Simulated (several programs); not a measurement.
# Many methods on one cell: In3Sb2As (ordering on zincblende)

An ordered 6-atom cell of In3Sb2As on the zincblende lattice (I-4m2), relaxed with r2SCAN in Ansatz, was computed with several methods. Space group I-4m2 (No. 119), tetragonal; conventional cell a = 4.534 Å, c = 19.209 Å, 32.91 Å³ an atom. As is surrounded by 4 In at 2.70 Å; In is surrounded by 2 As at 2.70 Å and 2 Sb at 2.82 Å; Sb is surrounded by 4 In at 2.82 Å; In is surrounded by 4 Sb at 2.82 Å. Spin-unpolarised throughout. Whether this structure exists isn't addressed.

```
CELL_PARAMETERS angstrom
-2.26705 2.26705 9.60440
2.26705 -2.26705 9.60440
2.26705 2.26705 -9.60440
ATOMIC_POSITIONS crystal
As 0.00000 0.00000 0.00000
In 0.57590 0.07590 0.50000
Sb 0.66296 0.66296 0.00000
In 0.25000 0.75000 0.50000
Sb 0.33704 0.33704 0.00000
In 0.92410 0.42410 0.50000
```

Gaps and times are for a single point on this cell; volume and bulk modulus come from each method's own relaxation or energy curve at fixed shape, which is too stiff where a cell has free coordinates or axes. Times are rough, from shared hosts (Arm Neoverse V2; NVIDIA H100 80GB HBM3), and each method has its own mesh and cell size. A double dagger marks a value from a curve with shape and coordinates held. A star marks a curve whose lowest point is an end point. PM6 (MOPAC), PM7 (MOPAC) treat a cluster of cells at its zone centre, which samples few k points: where these miss a band edge, the gap comes out too large for that reason alone. Gaps from k meshes are read at a limited set of points (mesh, symmetry points, PBE's band edges), so each method's own least gap may be somewhat smaller. xTB and the PM methods were fitted mostly to molecules, and can miss a solid's gap by electronvolts. Minimal bases can be far off for gaps. Times of the plane-wave rungs are withheld (a dash), since they come from other jobs, hosts and meshes; the meshes of hybrids and Hartree-Fock don't converge their gaps to the digits shown. d marks a direct gap, i an indirect one (no mark: not told apart), a dash a value that wasn't computed or didn't pass its checks.

```json
{"method": "PM7 (MOPAC)", "kind": "semi-empirical", "gap (eV)": "4.67", "own volume (Å³/atom)": "29.82*‡", "bulk modulus (GPa)": "–", "atoms computed": "cluster", "processor time": "3.1 s"}
{"method": "PM6 (MOPAC)", "kind": "semi-empirical", "gap (eV)": "5.20", "own volume (Å³/atom)": "–", "bulk modulus (GPa)": "–", "atoms computed": "cluster", "processor time": "3.4 s"}
{"method": "light PBE (260 eV, its own mesh)", "kind": "light plane-wave", "gap (eV)": "0", "own volume (Å³/atom)": "–", "bulk modulus (GPa)": "–", "atoms computed": "6", "processor time": "7.6 s"}
{"method": "PBE+SOC", "kind": "semilocal", "gap (eV)": "0.06 d", "own volume (Å³/atom)": "–", "bulk modulus (GPa)": "–", "atoms computed": "6", "processor time": "–"}
{"method": "PBE", "kind": "semilocal", "gap (eV)": "0", "own volume (Å³/atom)": "34.15", "bulk modulus (GPa)": "40‡", "atoms computed": "6", "processor time": "–"}
{"method": "PBE/SZV (CP2K)", "kind": "small basis", "gap (eV)": "0", "own volume (Å³/atom)": "35.06‡", "bulk modulus (GPa)": "43‡", "atoms computed": "6", "processor time": "60 s"}
{"method": "HSE06", "kind": "hybrid", "gap (eV)": "0.14 d", "own volume (Å³/atom)": "–", "bulk modulus (GPa)": "–", "atoms computed": "6", "processor time": "–"}
{"method": "r2SCAN", "kind": "semilocal", "gap (eV)": "0", "own volume (Å³/atom)": "32.91", "bulk modulus (GPa)": "47‡", "atoms computed": "6", "processor time": "–"}
{"method": "PBE/DZVP (CP2K)", "kind": "small basis", "gap (eV)": "0", "own volume (Å³/atom)": "34.49‡", "bulk modulus (GPa)": "40‡", "atoms computed": "6", "processor time": "2.1 min"}
```

Against HSE06 (0.14 eV) the nearest gap at the points sampled is that of PBE+SOC (-0.08 eV) and the farthest that of PM6 (MOPAC) (+5.06 eV). HSE06 is only a yardstick of convenience, and nearness to it can be luck.

Volumes against r2SCAN's: PBE +3.8 %.

Runs without a result: GFN1-xTB (tblite) (single point), GFN2-xTB (tblite) (single point).

With PBE and r2SCAN the bands overlap or touch, or nearly. Semilocal functionals can close a real gap, so this doesn't show a metal; small gaps of other methods may in turn close between the points read or with spin-orbit coupling, and the solid may be a semimetal.

Only the rows marked +SOC include spin-orbit coupling.
